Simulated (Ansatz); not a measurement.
# ZrC (septet): wave-function methods side by side, def2-TZVPP

An exercise on one series of results from a longer session: the logs are not shown, and one member is left open.

The runs use Ansatz 0.2.0, Gaussian basis; def2-TZVPP, core rule «outside noble gas», up to 5 orbitals frozen.

The runs, in order: UHF; ROHF; CCSD(T) on UHF.

## The system

The geometry is a PBE0/def2-TZVP stationary point (not a proven minimum) of the parent state, kept for this charge and spin. No spin-orbit coupling is included. Elements past krypton take def2 core potentials.

2 atoms, charge 0, spin multiplicity 7.

Atoms are counted from 1 here; the program's logs count them from 0.

Bond lengths: Zr1–C2 1.930 Å.

Geometry (Å):

```xyz
2

Zr    0.0000    0.0000    0.0000
C     0.0000    0.0000    1.9298
```

The first run:

Input file in.yaml:

```yaml
crystal:
  periodic: [false, false, false]
  atoms:
    - {symbol: Zr, position_ang: [0.000000, 0.000000, 0.000000]}
    - {symbol: C, position_ang: [0.000000, 0.000000, 1.929800]}
basis:
  gaussian: {orbitals: def2-TZVPP}
magnetization: {spin_polarized: true, initial_magnetization: 6}
hamiltonian: {xc: hf}
output: {orbitals: {seedname: orbitals}}
```

The run is started by

```sh
ansatz run in.yaml --threads 1 --pin off --events-out ev --progress --plain --max-ram 4096MiB --backend cpu
```

Among the steps run: UHF; ROHF; CCSD(T) on UHF.

One of the session's tables, all rows but one given; the rest of the session is left out.

```
  method  from UCCSD(T) (meV)
    ROHF              +4341.6
     UHF              +4213.5
    UMP2                    ?
   UCCSD               +187.0
UCCSD(T)                    0
```

**Question.** Estimate the row for UMP2.

As computed: from UCCSD(T) (meV): +792.1. In the column «from UCCSD(T) (meV)» it lies between UCCSD (+187.0) and UHF (+4213.5).

Limits of these values: Warnings: coupled cluster took another determinant than the lowest.
